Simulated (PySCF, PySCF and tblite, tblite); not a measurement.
# C5HN3O: telling isomers apart by computed NMR, part 2 of 2

PySCF and tblite. Atoms count from 0. The steps go on from the part before.

## (10) Averages, isomer C: properties at B3LYP/pcSseg-1 in methanol

What the job is given:

```
{"job": {"study": "conf", "smiles": "N#Cc1conc1C#N", "search": {"seed": 6635, "n_embed": 45, "ff_keep": 10, "window": 2.5, "nmax": 6, "temps": [250, 298.15, 350], "t_ref": 298.15, "order": 0.0005}, "level": {"nmr": {"xc": "B3LYP", "basis": "pcSseg-1", "solvent": "methanol"}}, "kind": "conf"}, "charge": 0, "multiplicity": 1}
N      1.025626     2.733761    -0.009872
C      0.468945     1.734075     0.005187
C     -0.200784     0.499815     0.023048
C     -1.545430     0.237655     0.110294
O     -1.746418    -1.075307     0.094018
N     -0.574833    -1.718527    -0.001827
C      0.372343    -0.815699    -0.046647
C      1.743733    -1.130546    -0.149118
N      2.864130    -1.343498    -0.232471
H     -2.398431     0.882925     0.184859
```

Log:

```text
conformer  sym    E(xTB)   E(DFT)   G(298.15 K)  weight  dipole/D
    1     Cs      0.000    0.000    0.000   1.0000    6.160

mean shielding (ppm) by class
class atoms           250 K   298.15 K      350 K
  0 N  0            -53.982    -53.982    -53.982
  1 C  1             66.644     66.644     66.644
  2 C  2             75.126     75.126     75.126
  3 C  3              1.244      1.244      1.244
  4 O  4            -86.136    -86.136    -86.136
  5 N  5            -175.43    -175.43    -175.43
  6 C  6             35.388     35.388     35.388
  7 C  7             67.034     67.034     67.034
  8 N  8            -60.778    -60.778    -60.778
  9 H  9             22.382     22.382     22.382
```

Wall time 28 s (1 thread of Arm Neoverse N1, shared host). This counts the runs that the step sums up.

The search (ETKDG, MMFF94s, GFN2-xTB) embedded 45 structures, kept 1 distinct ones after the force field and 1 after xTB; 1 was carried on (window 2.5 kcal/mol at the search's own energies). Energies: B3LYP/pcSseg-1 in methanol with D3(BJ).

The conformers at 298 K:

| no. | group | mirror pair | ΔE xTB | ΔE DFT | ΔG | weight (%) | μ (D) | A, B, C (GHz) |
| --- | --- | --- | --- | --- | --- | --- | --- | --- |
| 1 | Cs | no | 0.00 | 0.00 | 0.00 | 100.0 | 6.16 | 2.05, 1.94, 1.00 |

Energies in kcal/mol. ΔG holds xTB vibrations and rotation, symmetry numbers and mirror pairs.

Shifts against references run at the same level (1H TMS 31.81, 13C TMS 182.8 ppm of shielding), by class of atoms, at 298 K:

| atoms | environment | average |
| --- | --- | --- |
| C3 | aromatic CH next to the ring oxygen | 181.6 |
| C6 | substituted aromatic carbon next to a ring nitrogen | 147.4 |
| C1 | nitrile carbon | 116.2 |
| C7 | nitrile carbon | 115.8 |
| C2 | substituted aromatic carbon | 107.7 |
| H9 | hydrogen on an aromatic CH next to the ring oxygen | 9.43 |
| N5 | pyridine-type nitrogen of an azole | -175.4 (σ) |
| N8 | nitrile nitrogen | -60.8 (σ) |
| N0 | nitrile nitrogen | -54.0 (σ) |
| O4 | aromatic ring oxygen | -86.1 (σ) |

## (11) Shieldings, isomer C, conformer 1: PW91/def2-SVP

What the job is given:

```
{"job": {"xc": "PW91", "basis": "def2-SVP", "kind": "nmr", "pop": false}, "charge": 0, "multiplicity": 1}
N      1.004875     2.762953    -0.007994
C      0.466096     1.747059     0.005786
C     -0.198323     0.500897     0.023065
C     -1.540783     0.236995     0.110095
O     -1.746987    -1.068722     0.094198
N     -0.571042    -1.718584    -0.002302
C      0.378320    -0.805688    -0.047024
C      1.751654    -1.139023    -0.150003
N      2.870986    -1.387346    -0.233666
H     -2.405914     0.876113     0.185318
```

Log:

```text
coarse grid: 10328 points
cycle   1  E = -429.8613626501  dE =  1.638e+00  |g| = 6.648e-01  |ddm| = 5.048e+00
cycle   2  E = -428.9817597610  dE =  8.796e-01  |g| = 1.973e+00  |ddm| = 3.017e+00
cycle   3  E = -429.9478749378  dE = -9.661e-01  |g| = 2.734e-01  |ddm| = 2.160e+00
cycle   4  E = -429.9619563091  dE = -1.408e-02  |g| = 1.283e-01  |ddm| = 3.322e-01
cycle   5  E = -429.9655412723  dE = -3.585e-03  |g| = 3.582e-02  |ddm| = 1.618e-01
cycle   6  E = -429.9656196529  dE = -7.838e-05  |g| = 3.204e-02  |ddm| = 4.998e-02
cycle   7  E = -429.9658419052  dE = -2.223e-04  |g| = 5.545e-03  |ddm| = 2.758e-02
cycle   8  E = -429.9658472837  dE = -5.378e-06  |g| = 2.531e-03  |ddm| = 6.407e-03
final grid: 105600 points
cycle   9  E = -430.0499411152  dE = -9.616e-06  |g| = 1.159e-02  |ddm| = 5.971e-02
cycle  10  E = -430.0497638290  dE =  1.773e-04  |g| = 3.111e-02  |ddm| = 3.722e-02
cycle  11  E = -430.0499630753  dE = -1.992e-04  |g| = 5.187e-03  |ddm| = 2.927e-02
cycle  12  E = -430.0499691902  dE = -6.115e-06  |g| = 1.266e-03  |ddm| = 5.390e-03
cycle  13  E = -430.0499694902  dE = -3.000e-07  |g| = 4.355e-04  |ddm| = 1.425e-03
cycle  14  E = -430.0499695331  dE = -4.297e-08  |g| = 1.619e-04  |ddm| = 5.968e-04
cycle  15  E = -430.0499695375  dE = -4.394e-09  |g| = 9.141e-05  |ddm| = 2.097e-04
cycle  16  E = -430.0499695394  dE = -1.827e-09  |g| = 2.738e-05  |ddm| = 9.294e-05
cycle  17  E = -430.0499695395  dE = -1.628e-10  |g| = 6.433e-06  |ddm| = 2.601e-05
converged SCF energy = -430.0499695395

GIAO shielding tensors (ppm)
atom      isotropic    diamagn.    paramagn.     s11        s22        s33       span
  0 N      -42.745     323.974    -366.720   -196.677   -164.196    232.637    429.314
  1 C       90.445     283.439    -192.993     -6.550     -6.489    284.375    290.924
  2 C       89.862     256.693    -166.830     33.749     87.026    148.812    115.063
  3 C       34.543     255.292    -220.749    -40.909     28.299    116.238    157.146
  4 O      -50.429     393.067    -443.496   -198.712   -131.135    178.561    377.273
  5 N     -140.377     306.982    -447.359   -408.119    -98.939     85.926    494.045
  6 C       56.220     259.863    -203.643    -31.629     71.169    129.121    160.750
  7 C       89.503     283.826    -194.324     -7.392     -5.632    281.532    288.924
  8 N      -47.391     323.465    -370.855   -199.051   -178.018    234.897    433.948
  9 H       23.306      30.806      -7.499     21.784     22.295     25.841      4.057
```

Run time: 29 s. Hardware: 1 thread of Arm Neoverse N1, shared host.

Key values: HOMO -7.91 eV, LUMO -3.31 eV; dipole 4.38 D.

## (12) Single-point energy, isomer C, conformer 1: BP86/6-311G**

Changed since step 11:

```diff
@@ -1,2 +1,2 @@
-{"job": {"xc": "PW91", "basis": "def2-SVP", "kind": "nmr", "pop": false}, "charge": 0, "multiplicity": 1}
+{"job": {"xc": "BP86", "basis": "6-311G**", "kind": "sp"}, "charge": 0, "multiplicity": 1}
 N      1.004875     2.762953    -0.007994
```

Log:

```text
coarse grid: 10328 points
cycle   1  E = -430.5247632820  dE =  1.700e+00  |g| = 6.767e-01  |ddm| = 3.636e+00
cycle   2  E = -429.6572339510  dE =  8.675e-01  |g| = 1.993e+00  |ddm| = 3.737e+00
cycle   3  E = -430.6080972917  dE = -9.509e-01  |g| = 2.939e-01  |ddm| = 2.731e+00
cycle   4  E = -430.6235867412  dE = -1.549e-02  |g| = 1.383e-01  |ddm| = 2.706e-01
cycle   5  E = -430.6274729342  dE = -3.886e-03  |g| = 4.074e-02  |ddm| = 1.324e-01
cycle   6  E = -430.6276195054  dE = -1.466e-04  |g| = 3.220e-02  |ddm| = 5.068e-02
cycle   7  E = -430.6278336622  dE = -2.142e-04  |g| = 6.524e-03  |ddm| = 2.959e-02
cycle   8  E = -430.6278407697  dE = -7.108e-06  |g| = 3.029e-03  |ddm| = 6.065e-03
final grid: 105600 points
cycle   9  E = -430.6205418390  dE = -2.259e-05  |g| = 1.137e-02  |ddm| = 3.651e-02
cycle  10  E = -430.6203294534  dE =  2.124e-04  |g| = 3.319e-02  |ddm| = 3.664e-02
cycle  11  E = -430.6205641223  dE = -2.347e-04  |g| = 4.491e-03  |ddm| = 2.981e-02
cycle  12  E = -430.6205679496  dE = -3.827e-06  |g| = 1.406e-03  |ddm| = 4.353e-03
cycle  13  E = -430.6205683166  dE = -3.670e-07  |g| = 7.995e-04  |ddm| = 1.714e-03
cycle  14  E = -430.6205684368  dE = -1.202e-07  |g| = 2.136e-04  |ddm| = 7.192e-04
cycle  15  E = -430.6205684459  dE = -9.070e-09  |g| = 7.067e-05  |ddm| = 2.031e-04
cycle  16  E = -430.6205684469  dE = -9.918e-10  |g| = 2.777e-05  |ddm| = 7.611e-05
converged SCF energy = -430.6205684469
```

Run time: 30 s. Hardware: 1 thread of Arm Neoverse N1, shared host.

This run: HOMO -8.02 eV, LUMO -3.45 eV; dipole 4.55 D.

## (13) The ensemble, isomer C: properties at PW91/def2-SVP

What the job is given:

```
{"job": {"study": "conf", "smiles": "N#Cc1conc1C#N", "search": {"seed": 6635, "n_embed": 45, "ff_keep": 10, "window": 2.5, "nmax": 6, "temps": [250, 298.15, 350], "t_ref": 298.15, "order": 0.0005}, "level": {"nmr": {"xc": "PW91", "basis": "def2-SVP"}, "sp": {"xc": "BP86", "basis": "6-311G**"}, "alter": {"geometry": "GFN1-xTB"}, "change": "PW91/def2-SVP; energies BP86/6-311G**; GFN1-xTB geometries"}, "kind": "conf"}, "charge": 0, "multiplicity": 1}
N      1.004875     2.762953    -0.007994
C      0.466096     1.747059     0.005786
C     -0.198323     0.500897     0.023065
C     -1.540783     0.236995     0.110095
O     -1.746987    -1.068722     0.094198
N     -0.571042    -1.718584    -0.002302
C      0.378320    -0.805688    -0.047024
C      1.751654    -1.139023    -0.150003
N      2.870986    -1.387346    -0.233666
H     -2.405914     0.876113     0.185318
```

Log:

```text
conformer  sym    E(xTB)   E(DFT)   G(298.15 K)  weight  dipole/D
    1     Cs      0.000    0.000    0.000   1.0000    4.550

mean shielding (ppm) by class
class atoms           250 K   298.15 K      350 K
  0 N  0            -42.745    -42.745    -42.745
  1 C  1             90.445     90.445     90.445
  2 C  2             89.862     89.862     89.862
  3 C  3             34.543     34.543     34.543
  4 O  4            -50.428    -50.428    -50.428
  5 N  5           -140.377   -140.377   -140.377
  6 C  6              56.22      56.22      56.22
  7 C  7             89.503     89.503     89.503
  8 N  8            -47.391    -47.391    -47.391
  9 H  9             23.306     23.306     23.306
```

Wall time 59 s (1 thread of Arm Neoverse N1, shared host). This counts the runs that the step sums up.

Against the first level, at 298 K (shieldings, ppm; largest changes first):

| atoms | B3LYP/pcSseg-1 in methanol | PW91/def2-SVP | change |
| --- | --- | --- | --- |
| O4 | -86.1 | -50.4 | +35.7 |
| N5 | -175.4 | -140.4 | +35.1 |
| C3 | 1.2 | 34.5 | +33.3 |
| C1 | 66.6 | 90.4 | +23.8 |
| C7 | 67.0 | 89.5 | +22.5 |
| C6 | 35.4 | 56.2 | +20.8 |
| C2 | 75.1 | 89.9 | +14.7 |
| N8 | -60.8 | -47.4 | +13.4 |
| N0 | -54.0 | -42.7 | +11.2 |
| H9 | 22.38 | 23.31 | +0.92 |

Weights: from B3LYP/pcSseg-1 in methanol energies 1: 100 %; from BP86/6-311G** energies 1: 100 % (with a dispersion term where the level has one and the same thermal terms, so they don't follow from the SCF energies alone). Times: 28 s and 59 s.

## (14) Assigning the signals

What the job is given:

```
{"job": {"study": "set", "relation": "regioisomers", "members": [{"smiles": "[N:1]#[C:2][c:3]1[cH:4][n:5][o:6][c:7]1[C:8]#[N:9]"}, {"smiles": "[N:1]#[C:2][c:3]1[cH:4][c:5]([C:6]#[N:7])[o:8][n:9]1"}, {"smiles": "[N:1]#[C:2][c:3]1[cH:4][o:5][n:6][c:7]1[C:8]#[N:9]"}], "charge": 0, "search": {"seed": 6635, "n_embed": 45, "ff_keep": 10, "window": 2.5, "nmax": 6, "temps": [250, 298.15, 350], "t_ref": 298.15, "order": 0.0005}, "level": {"nmr": {"xc": "B3LYP", "basis": "pcSseg-1", "solvent": "methanol"}}, "dp4": {"C": [2.0, 10], "H": [0.12, 10]}, "second_levels": [{"nmr": {"xc": "PW91", "basis": "def2-SVP"}, "wide": true, "sp": {"xc": "BP86", "basis": "6-311G**"}, "alter": {"geometry": "GFN1-xTB"}, "change": "PW91/def2-SVP; energies BP86/6-311G**; GFN1-xTB geometries"}], "kind": "set"}, "charge": 0, "multiplicity": 1}
N      0.851051     2.810129    -0.159935
C      0.402220     1.759133    -0.094576
C     -0.182351     0.485833    -0.013821
C     -1.564622     0.157513     0.065549
N     -1.723167    -1.130944     0.126137
O     -0.513189    -1.705263     0.092528
C      0.431608    -0.758131     0.008584
C      1.796616    -1.094546    -0.041583
N      2.913065    -1.343302    -0.083381
H     -2.402348     0.824234     0.077970
```

Log:

```text
isomer  G rel   conformers  SMILES
A     1.253      1   N#Cc1cnoc1C#N
B     3.816      1   N#Cc1cc(C#N)on1
C     0.000      1   N#Cc1conc1C#N

signals of isomer C at the second level: probabilities [0.00028, 0.0, 0.99972]
```

Run time: 2.4 min. Hardware: 1 thread of Arm Neoverse N1, shared host. This counts the whole study up to here.

The 3 candidates (regioisomers), with energies and dipoles from their ensembles above, at 298 K; shieldings at B3LYP/pcSseg-1 in methanol:

| isomer | SMILES | conformers | ΔE | ΔG | μ rms (D) |
| --- | --- | --- | --- | --- | --- |
| A | N#Cc1cnoc1C#N | 1 | 1.25 | 1.25 | 4.08 |
| B | N#Cc1cc(C#N)on1 | 1 | 3.78 | 3.82 | 1.85 |
| C | N#Cc1conc1C#N | 1 | 0.00 | 0.00 | 6.16 |

Energies in kcal/mol.

The signals of isomer C, computed at a second level (PW91/def2-SVP on GFN1-xTB geometries), stand in for a spectrum. The test takes 5 C values. Each candidate's shieldings are matched to them as sorted lists by a straight-line fit, or by a shift alone where signals are few or close (slope 1; a small slope inflates the errors), and the errors are weighed by Student-t tails (C: width 2.0 ppm).

| candidate | C slope | C mean error | C largest | P(C) | P(all) |
| --- | --- | --- | --- | --- | --- |
| A | 0.94 | 5.1 | 12.8 | 0.0 | 0.0 |
| B | 0.62 | 10.8 | 21.8 | 0.0 | 0.0 |
| C | 1.19 | 3.2 | 4.4 | 100.0 | 100.0 |

Errors in ppm, probabilities in per cent.

## (15) Summary of results

This closing draws on all 2 parts.

| quantity | value |
| --- | --- |
| conformers, isomer A | 1; the first in weight is no. 1 (Cs), 100 % at 298 K |
| root-mean-square dipole, isomer A | 4.08 D |
| averaged 13C shifts, isomer A (B3LYP/pcSseg-1 in methanol) | 161.2, 160.2, 116.5, 114.3, 114.2 ppm |
| averaged 1H shifts, isomer A (B3LYP/pcSseg-1 in methanol) | 8.92 ppm |
| conformers, isomer B | 1; the first in weight is no. 1 (Cs), 100 % at 298 K |
| root-mean-square dipole, isomer B | 1.85 D |
| averaged 13C shifts, isomer B (B3LYP/pcSseg-1 in methanol) | 155.5, 147.4, 137.1, 116.8, 115.0 ppm |
| averaged 1H shifts, isomer B (B3LYP/pcSseg-1 in methanol) | 7.95 ppm |
| conformers, isomer C | 1; the first in weight is no. 1 (Cs), 100 % at 298 K |
| root-mean-square dipole, isomer C | 6.16 D |
| averaged 13C shifts, isomer C (B3LYP/pcSseg-1 in methanol) | 181.6, 147.4, 116.2, 115.8, 107.7 ppm |
| averaged 1H shifts, isomer C (B3LYP/pcSseg-1 in methanol) | 9.43 ppm |
| lowest in free energy | isomer C |
| signals of C (PW91/def2-SVP on GFN1-xTB geometries) | best fit C, 100 % |

The search found one conformer for isomer A in the window, so the averages are its own values. The search found one conformer for isomer B in the window, so the averages are its own values. The search found one conformer for isomer C in the window, so the averages are its own values. Between B3LYP/pcSseg-1 in methanol and PW91/def2-SVP, O4 of isomer C changes most, by 35.7 ppm of raw shielding (the geometries differ too). The test names the right isomer, C, with 100 %. The stand-in spectrum is computed, so it shares conformers and some errors with the candidates; a measured one would test harder.
